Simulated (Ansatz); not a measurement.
# C₃H₇Si radical: up Jacob's ladder to CCSD(T)

The task here is to estimate one member of a computed series from the others.

Method: functionals in def2-TZVPP, the program's frozen cores in correlated methods; program: Ansatz 0.2.0, Gaussian basis.

Plan: LDA (SPW92), PBE-D4, revPBE-D4, BLYP-D4, r2SCAN-D4, B97M-V, PBE0-D4, B3LYP-D4, r2SCANh-D4, r2SCAN0-D4, HSE06-D4, BHLYP-D4, CAM-B3LYP-D4, LC-ωPBE, ωB97X-V, ωB97M-V, B2PLYP, PBE-QIDH; CCSD(T)/def2-SVP; CCSD(T)/def2-TZVPP; MP2/def2-QZVPP; extrapolation to the limit; RPA on PBE.

**The geometry**

All runs share one geometry, relaxed beforehand with PBE0-D4 in a triple-zeta def2 set.

SMILES `[CH]=C[SiH2]C`, 11 atoms, charge 0, spin multiplicity 2.

Atoms are counted from 1 here; the program's logs count them from 0.

Bond lengths: C1–C2 1.301 Å, C1–H5 1.082 Å, C2–Si3 1.880 Å, C2–H6 1.098 Å, Si3–C4 1.868 Å, Si3–H7 1.488 Å, Si3–H8 1.490 Å, C4–H9 1.092 Å, C4–H10 1.092 Å, C4–H11 1.093 Å. Angles: C2–C1–H5 140.0°, C1–C2–Si3 122.0°, C1–C2–H6 119.6°, Si3–C2–H6 118.4°, C2–Si3–C4 111.1°, C2–Si3–H7 109.4°, C2–Si3–H8 107.6°, C4–Si3–H7 110.0°, C4–Si3–H8 110.5°, H7–Si3–H8 108.1°, Si3–C4–H9 110.8°, Si3–C4–H10 110.1°, Si3–C4–H11 110.9°, H9–C4–H10 108.1°, H9–C4–H11 108.4°, H10–C4–H11 108.4°.

Set-up of the first run:

in.yaml reads:

```yaml
crystal:
  periodic: [false, false, false]
  atoms:
    - {symbol: C, position_ang: [0.862510, 1.900400, -0.586122]}
    - {symbol: C, position_ang: [-0.013707, 1.435104, 0.256102]}
    - {symbol: Si, position_ang: [0.003409, -0.357122, 0.822495]}
    - {symbol: C, position_ang: [-0.294873, -1.516717, -0.611034]}
    - {symbol: H, position_ang: [1.116793, 2.821740, -1.092669]}
    - {symbol: H, position_ang: [-0.797023, 2.097808, 0.645915]}
    - {symbol: H, position_ang: [1.311933, -0.662017, 1.461379]}
    - {symbol: H, position_ang: [-1.062184, -0.515758, 1.851173]}
    - {symbol: H, position_ang: [-1.266614, -1.324083, -1.070954]}
    - {symbol: H, position_ang: [0.475092, -1.377973, -1.373432]}
    - {symbol: H, position_ang: [-0.270034, -2.558382, -0.282252]}
basis:
  gaussian: {orbitals: def2-TZVPP}
magnetization: {spin_polarized: true, initial_magnetization: 1}
hamiltonian: {xc: lda}
output: {orbitals: {seedname: orbitals}}
```

Run with:

```sh
ansatz run in.yaml --threads 4 --pin off --events-out ev --progress --plain --max-ram 10444MiB
```

Among the steps run: LDA; PBE-D4 (GGA); revPBE-D4 (GGA); BLYP-D4 (GGA); r2SCAN-D4 (meta-GGA); B97M-V (meta-GGA); PBE0-D4 (hybrid); B3LYP-D4 (hybrid); r2SCANh-D4 (hybrid); r2SCAN0-D4 (hybrid); HSE06-D4 (hybrid); BHLYP-D4 (hybrid); CAM-B3LYP-D4 (range-separated); LC-ωPBE (range-separated); ωB97X-V (range-separated); ωB97M-V (range-separated); B2PLYP (double hybrid); PBE-QIDH (double hybrid).

One of the session's tables, all rows but one given; the rest of the session is left out.

It belongs to the step «Frontier levels by functional». 

| functional | HOMO (eV) | LUMO (eV) | gap (eV) |
| --- | --- | --- | --- |
| LDA (SPW92) | -5.03 | -3.50 | 1.53 |
| PBE-D4 | -5.10 | -3.00 | 2.10 |
| revPBE-D4 | -5.08 | -2.86 | 2.22 |
| BLYP-D4 | -4.94 | -3.06 | 1.89 |
| r2SCAN-D4 | -5.55 | -2.30 | 3.25 |
| B97M-V | -5.39 | -2.80 | 2.60 |
| PBE0-D4 | -6.52 | -1.78 | 4.74 |
| B3LYP-D4 | -6.22 | -2.28 | 3.95 |
| r2SCANh-D4 | -6.07 | -1.89 | 4.17 |
| r2SCAN0-D4 | -6.85 | -1.30 | 5.55 |
| HSE06-D4 | -6.11 | -2.17 | 3.94 |
| BHLYP-D4 | -7.80 | -0.74 | 7.06 |
| CAM-B3LYP-D4 | -7.85 | -0.82 | 7.03 |
| LC-ωPBE | ? | ? | ? |
| ωB97X-V | -8.78 | 0.15 | 8.94 |
| ωB97M-V | -8.53 | 0.00 | 8.53 |

**Question.** Estimate the row for LC-ωPBE.

The run gave: HOMO (eV): -9.30; LUMO (eV): 0.74; gap (eV): 10.03. In the column «HOMO (eV)» it is the lowest.
